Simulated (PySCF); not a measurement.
# CH8OSSi2 (SMILES CO[SiH2]S[SiH3]) at 6 levels

Aim: a comparison of 6 runs (HF/STO-3G, HF/3-21G, B3LYP/6-31G*, M06-2X/def2-SVP, PBE0/def2-SVP, B2PLYP/def2-TZVP) of CH8OSSi2. The job is set up through a Python script.

The calculation is run with PySCF 2.14.0.

## Step 1: The molecule

The species is CH8OSSi2 (13 atoms), meant as a singlet with charge 0. SMILES: `CO[SiH2]S[SiH3]`. The coordinates come from a PBE0-D4/def2-TZVP relaxation. This is one conformer, not always the lowest.

Bond lengths: C1–O2 1.410 Å, O2–Si3 1.633 Å, Si3–S4 2.139 Å, S4–Si5 2.136 Å, C1–H6 1.095 Å, C1–H7 1.096 Å, C1–H8 1.091 Å, Si3–H9 1.490 Å, Si3–H10 1.477 Å, Si5–H11 1.483 Å, Si5–H12 1.486 Å, Si5–H13 1.484 Å. Some angles: C1–O2–Si3 123.9°, O2–Si3–S4 112.6°, Si3–S4–Si5 97.7°, O2–C1–H6 111.1°, O2–C1–H7 111.4°, O2–C1–H8 108.1°, O2–Si3–H9 110.6°, O2–Si3–H10 105.7°, S4–Si3–H9 107.1°, S4–Si3–H10 108.6°.

## Step 2: Energy and forces at HF/STO-3G (run 1)

Contents of calc.py:

```python
import pyscf.grad
from pyscf import gto

molecule = gto.M(
    atom='''
C     -1.821000     0.943600     0.393600
O     -0.679600     1.770200     0.336900
Si     0.847200     1.208300     0.196500
S      1.133400     0.036200    -1.569300
Si     1.029900    -1.891700    -0.654600
H     -1.937800     0.369300    -0.531000
H     -1.768100     0.246000     1.237300
H     -2.695200     1.582600     0.523500
H      1.196100     0.342600     1.357400
H      1.707800     2.405100     0.112100
H      1.012500    -2.876800    -1.763300
H     -0.207700    -2.031300     0.155800
H      2.203100    -2.138800     0.219800
''',
    max_memory=1860,
    verbose=3,
    spin=0,
    basis='sto-3g',
)

mf = molecule.RHF()
mf.conv_tol = 1e-10
mf.kernel()
if not mf.converged:
    mf = mf.newton().run(mf.mo_coeff, mf.mo_occ)

e_final = mf.e_tot
print(f'total energy: {e_final:.8f} hartree')
grad = mf.Gradients().kernel()
dip = mf.dip_moment()
pop, q = mf.mulliken_pop()
```

On the command line:

```sh
OMP_NUM_THREADS=1 python calc.py
```

Output:

```text
converged SCF energy = -1080.346213897
total energy: -1080.34621390 hartree
--------------- RHF gradients ---------------
         x                y                z
0 C    -0.0139634930     0.0047236459     0.0004475204
1 O     0.0209040332    -0.0285127801    -0.0042378677
2 Si    -0.0466453170     0.0185419987    -0.0016461629
3 S     0.0036081839     0.0056943610    -0.0225818639
4 Si     0.0012810289     0.0170129240     0.0036796149
5 H     0.0050740904     0.0034904894    -0.0002096632
6 H     0.0046803761     0.0028332001     0.0003546300
7 H     0.0033775314     0.0007091728     0.0000030965
8 H     0.0066085932    -0.0225743065     0.0212223697
9 H     0.0174444922     0.0222698877    -0.0055369341
10 H    -0.0003936243    -0.0180146497    -0.0263708813
11 H    -0.0270949754    -0.0017608998     0.0170214553
12 H     0.0251190805    -0.0044130435     0.0178546865
----------------------------------------------
Dipole moment(X, Y, Z, Debye): -0.05209, -1.16144,  1.10736
 ** Mulliken pop  **
pop of  0 C 1s            1.99231
pop of  0 C 2s            1.17766
pop of  0 C 2px           0.90901
pop of  0 C 2py           0.96037
pop of  0 C 2pz           1.02054
pop of  1 O 1s            1.99755
pop of  1 O 2s            1.80697
pop of  1 O 2px           1.15858
pop of  1 O 2py           1.58306
pop of  1 O 2pz           1.90054
pop of  2 Si 1s           1.99962
pop of  2 Si 2s           1.98736
pop of  2 Si 3s           1.17385
pop of  2 Si 2px          1.96451
pop of  2 Si 2py          1.96467
pop of  2 Si 2pz          1.96494
pop of  2 Si 3px          0.62040
pop of  2 Si 3py          0.77359
pop of  2 Si 3pz          0.75880
pop of  3 S 1s            1.99992
pop of  3 S 2s            1.99701
pop of  3 S 3s            1.90510
pop of  3 S 2px           1.99820
pop of  3 S 2py           1.98079
pop of  3 S 2pz           1.98553
pop of  3 S 3px           1.92345
pop of  3 S 3py           1.11514
pop of  3 S 3pz           1.34820
pop of  4 Si 1s           1.99962
pop of  4 Si 2s           1.98754
pop of  4 Si 3s           1.22868
pop of  4 Si 2px          1.96515
pop of  4 Si 2py          1.96484
pop of  4 Si 2pz          1.96474
pop of  4 Si 3px          0.78312
pop of  4 Si 3py          0.75489
pop of  4 Si 3pz          0.77966
pop of  5 H 1s            0.94813
pop of  6 H 1s            0.95168
pop of  7 H 1s            0.93069
pop of  8 H 1s            1.17029
pop of  9 H 1s            1.14719
pop of  10 H 1s           1.14790
pop of  11 H 1s           1.15675
pop of  12 H 1s           1.15145
 ** Mulliken atomic charges  **
charge of    0C =     -0.05990
charge of    1O =     -0.44670
charge of    2Si =      0.79226
charge of    3S =     -0.25334
charge of    4Si =      0.57174
charge of    5H =      0.05187
charge of    6H =      0.04832
charge of    7H =      0.06931
charge of    8H =     -0.17029
charge of    9H =     -0.14719
charge of   10H =     -0.14790
charge of   11H =     -0.15675
charge of   12H =     -0.15145
```

Run time: 4.5 s. Hardware: 1 thread of Intel Xeon at 2.70GHz, shared host; peak memory 0.12 GiB.

## Step 3: Energy and forces at HF/3-21G (run 2)

Contents of start.xyz:

```xyz
13
CH8OSSi2
C     -1.821000     0.943600     0.393600
O     -0.679600     1.770200     0.336900
Si     0.847200     1.208300     0.196500
S      1.133400     0.036200    -1.569300
Si     1.029900    -1.891700    -0.654600
H     -1.937800     0.369300    -0.531000
H     -1.768100     0.246000     1.237300
H     -2.695200     1.582600     0.523500
H      1.196100     0.342600     1.357400
H      1.707800     2.405100     0.112100
H      1.012500    -2.876800    -1.763300
H     -0.207700    -2.031300     0.155800
H      2.203100    -2.138800     0.219800
```

Contents of job.py:

```python
# CO[SiH2]S[SiH3]
from pyscf import gto, scf

mol = gto.M(
    atom='start.xyz',
    basis='3-21g',
    verbose=4,
    max_memory=1860,
    charge=0,
)

mf = scf.RHF(mol)
mf.conv_tol = 1e-10
mf.kernel()
if not mf.converged:
    mf = mf.newton().run(mf.mo_coeff, mf.mo_occ)

e_tot = mf.e_tot
print('Final energy', e_tot)
grad = mf.nuc_grad_method().kernel()
mf.analyze()
```

On the command line:

```sh
OMP_NUM_THREADS=1 python job.py
```

Output:

```text
PySCF version 2.14.0

[... 82 lines left out ...]
Nuclear Repulsion Energy =             371.731296359107489
[... 8 lines left out ...]
MO #3   energy= -68.3344966513931  occ= 2
[... 6 lines left out ...]
MO #10  energy= -6.17545389088015  occ= 2
[... 6 lines left out ...]
MO #17  energy= -4.24349220733523  occ= 2
[... 6 lines left out ...]
MO #24  energy= -0.640029147500535 occ= 2
[... 6 lines left out ...]
MO #31  energy= -0.44586610963808  occ= 2
[... 6 lines left out ...]
MO #38  energy= 0.205241381385412  occ= 0
[... 6 lines left out ...]
MO #45  energy= 0.403157214477503  occ= 0
[... 6 lines left out ...]
MO #52  energy= 0.619070293634005  occ= 0
[... 6 lines left out ...]
MO #59  energy= 0.991459165817437  occ= 0
[... 6 lines left out ...]
MO #66  energy= 1.36233154931626   occ= 0
[... 6 lines left out ...]
MO #73  energy= 3.31709407594993   occ= 0
[... 50 lines left out ...]
pop of  4 Si 2px          1.99985
pop of  4 Si 2py          1.99977
pop of  4 Si 2pz          1.99983
pop of  4 Si 3px          0.85828
pop of  4 Si 3py          0.70769
pop of  4 Si 3pz          0.83952
pop of  4 Si 4px          0.01447
pop of  4 Si 4py          0.01220
pop of  4 Si 4pz          0.01590
pop of  5 H 1s            0.90186
pop of  5 H 2s            0.01020
pop of  6 H 1s            0.91208
pop of  6 H 2s            0.00952
pop of  7 H 1s            0.87967
pop of  7 H 2s            0.01138
pop of  8 H 1s            1.13873
pop of  8 H 2s            0.00402
pop of  9 H 1s            1.09329
pop of  9 H 2s            0.00205
pop of  10 H 1s           1.07843
pop of  10 H 2s           0.00149
pop of  11 H 1s           1.10563
pop of  11 H 2s           0.00224
pop of  12 H 1s           1.09458
pop of  12 H 2s           0.00232
 ** Mulliken atomic charges  **
charge of    0C =     -0.02492
charge of    1O =     -0.63281
charge of    2Si =      0.86649
charge of    3S =     -0.45321
charge of    4Si =      0.49197
charge of    5H =      0.08794
charge of    6H =      0.07839
charge of    7H =      0.10895
charge of    8H =     -0.14276
charge of    9H =     -0.09535
charge of   10H =     -0.07991
charge of   11H =     -0.10788
charge of   12H =     -0.09690
Dipole moment(X, Y, Z, Debye): -0.98915, -2.04844,  2.37635
```

Wall time 4.8 s (1 thread of Intel Xeon at 2.70GHz, shared host); peak memory 0.15 GiB.

Runs 3 to 4 aren't shown in full; the table further down has their settings and results.

## Step 4: Energy and gradient at PBE0/def2-SVP (run 5)

Edit calc.py of step 2 so:

```diff
@@ -1,6 +1,6 @@
 import pyscf.grad
-from pyscf import gto
+from pyscf import gto, dft
 
-molecule = gto.M(
-    atom='''
+mol = gto.Mole()
+mol.atom = '''
 C     -1.821000     0.943600     0.393600
@@ -18,11 +18,13 @@
 H      2.203100    -2.138800     0.219800
-''',
-    max_memory=1860,
-    verbose=3,
-    spin=0,
-    basis='sto-3g',
-)
+'''
+mol.basis = 'def2-svp'
+mol.spin = 0
+mol.max_memory = 1860
+mol.verbose = 3
+mol.build()
 
-mf = molecule.RHF()
+mf = dft.RKS(mol)
+mf.xc = 'pbe0'
 mf.conv_tol = 1e-10
+mf.grids.level = 5
 mf.kernel()
@@ -32,5 +34,4 @@
 e_final = mf.e_tot
-print(f'total energy: {e_final:.8f} hartree')
+print('Final energy', e_final)
 grad = mf.Gradients().kernel()
-dip = mf.dip_moment()
-pop, q = mf.mulliken_pop()
+mf.analyze()
```

On the command line:

```sh
OMP_NUM_THREADS=1 python calc.py
```

Output:

```text
converged SCF energy = -1094.4752675856
[... 10 lines left out ...]
MO #1   energy= -88.9959623243628  occ= 2
[... 10 lines left out ...]
MO #12  energy= -3.7105762997795   occ= 2
[... 10 lines left out ...]
MO #23  energy= -0.478445226549668 occ= 2
[... 10 lines left out ...]
MO #34  energy= 0.00994476035031822 occ= 0
[... 10 lines left out ...]
MO #45  energy= 0.181693624533448  occ= 0
[... 10 lines left out ...]
MO #56  energy= 0.454890507516678  occ= 0
[... 10 lines left out ...]
MO #67  energy= 0.659639322913986  occ= 0
[... 10 lines left out ...]
MO #78  energy= 0.907392430622528  occ= 0
[... 10 lines left out ...]
MO #89  energy= 1.37389630765817   occ= 0
[... 10 lines left out ...]
MO #100 energy= 1.72588353913863   occ= 0
[... 10 lines left out ...]
MO #111 energy= 2.20833759728782   occ= 0
[... 10 lines left out ...]
MO #122 energy= 3.34672759444197   occ= 0
[... 14 lines left out ...]
Dipole moment(X, Y, Z, Debye): -0.85998, -1.15806,  1.10288
```

It took 62 s on 1 thread of Intel Xeon at 2.70GHz, shared host; peak memory 1.3 GiB.

## Step 5: A single-point energy at B2PLYP/def2-TZVP (run 6)

Contents of job.py:

```python
# CO[SiH2]S[SiH3]
from pyscf import gto, dft, mp

mol = gto.Mole()
mol.atom = '''
C     -1.821000     0.943600     0.393600
O     -0.679600     1.770200     0.336900
Si     0.847200     1.208300     0.196500
S      1.133400     0.036200    -1.569300
Si     1.029900    -1.891700    -0.654600
H     -1.937800     0.369300    -0.531000
H     -1.768100     0.246000     1.237300
H     -2.695200     1.582600     0.523500
H      1.196100     0.342600     1.357400
H      1.707800     2.405100     0.112100
H      1.012500    -2.876800    -1.763300
H     -0.207700    -2.031300     0.155800
H      2.203100    -2.138800     0.219800
'''
mol.basis = 'def2-tzvp'
mol.charge = 0
mol.spin = 0
mol.max_memory = 1860
mol.verbose = 4
mol.build()

mf = dft.RKS(mol, xc='0.53*HF + 0.47*B88, 0.73*LYP')
mf.conv_tol = 1e-10
mf.grids.level = 5
mf.kernel()
if not mf.converged:
    mf = mf.newton().run(mf.mo_coeff, mf.mo_occ)

pt = mp.MP2(mf, frozen=17).run()
e_final = mf.e_tot + 0.27 * pt.e_corr
print('PT2 part  %.8f' % (0.27 * pt.e_corr))
print('E = %.10f Eh' % e_final)
dip = mf.dip_moment()
pop, q = mf.mulliken_pop()
```

On the command line:

```sh
OMP_NUM_THREADS=1 python job.py
```

Output:

```text
PySCF version 2.14.0

[... 85 lines left out ...]
converged SCF energy = -1094.74277382158
[... 10 lines left out ...]
Dipole moment(X, Y, Z, Debye): -0.82779, -1.08255,  0.93950
[... 196 lines left out ...]
pop of  8 H 2py           0.00291
pop of  8 H 2pz           0.00519
pop of  9 H 1s            0.24980
pop of  9 H 2s            0.54235
pop of  9 H 3s            0.24692
pop of  9 H 2px           0.00287
pop of  9 H 2py           0.00553
pop of  9 H 2pz           0.00065
pop of  10 H 1s           0.24731
pop of  10 H 2s           0.54692
pop of  10 H 3s           0.23635
pop of  10 H 2px          0.00072
pop of  10 H 2py          0.00388
pop of  10 H 2pz          0.00466
pop of  11 H 1s           0.24813
pop of  11 H 2s           0.54870
pop of  11 H 3s           0.24174
pop of  11 H 2px          0.00559
pop of  11 H 2py          0.00082
pop of  11 H 2pz          0.00284
pop of  12 H 1s           0.24782
pop of  12 H 2s           0.54638
pop of  12 H 3s           0.23478
pop of  12 H 2px          0.00521
pop of  12 H 2py          0.00092
pop of  12 H 2pz          0.00324
 ** Mulliken atomic charges  **
charge of    0C =     -0.15214
charge of    1O =     -0.40577
charge of    2Si =      0.51548
charge of    3S =     -0.36539
charge of    4Si =      0.29121
charge of    5H =      0.11916
charge of    6H =      0.10800
charge of    7H =      0.12396
charge of    8H =     -0.06039
charge of    9H =     -0.04812
charge of   10H =     -0.03985
charge of   11H =     -0.04781
charge of   12H =     -0.03834
```

Wall time 5 min (1 thread of Intel Xeon at 2.70GHz, shared host); peak memory 1.8 GiB.

## Step 6: Overview of the runs

| run | level | integration grid | task | energy (Eh) | dipole moment (D) | HOMO energy (eV) | LUMO energy (eV) | wall time |
| --- | --- | --- | --- | --- | --- | --- | --- | --- |
| 1 | HF/STO-3G | – | gradient | -1080.346214 | 1.61 | -6.96 | 10.66 | 4.5 s |
| 2 | HF/3-21G | – | gradient | -1087.149356 | 3.29 | -10.51 | 3.08 | 4.8 s |
| 3 | B3LYP/6-31G* (spherical functions) | 5 | gradient | -1095.384123 | 2.04 | -7.22 | -0.09 | 62 s |
| 4 | M06-2X/def2-SVP | 5 | gradient | -1094.886172 | 1.88 | -8.70 | 1.11 | 93 s |
| 5 | PBE0/def2-SVP | 5 | gradient | -1094.475268 | 1.82 | -7.58 | 0.27 | 62 s |
| 6 | B2PLYP/def2-TZVP | 5 | energy | -1095.010693 | 1.66 | -8.62 | 1.17 | 5 min |

## Step 7: Outcome

| quantity | value |
| --- | --- |
| run 6: total energy | -1095.01069 Eh |
| run 6: dipole moment (SCF part) | 1.66 D |
| run 6: HOMO energy (SCF part's orbitals) | -8.62 eV |
| run 6: LUMO energy (SCF part's orbitals) | 1.17 eV |
| run 6: HOMO–LUMO gap (SCF part's orbitals) | 9.79 eV |

**Reading.** The dipole moment (its size) runs from 1.61 D (HF/STO-3G) to 3.29 D (HF/3-21G). The HOMO–LUMO gap runs from 7.13 eV (B3LYP/6-31G*) to 17.62 eV (HF/STO-3G). The two ends differ in method and basis. Totals of different functionals can't be ranked against each other. In run 1 the basis is minimal, so the values are rough. All runs together took 8.8 min, the longest 5 min.
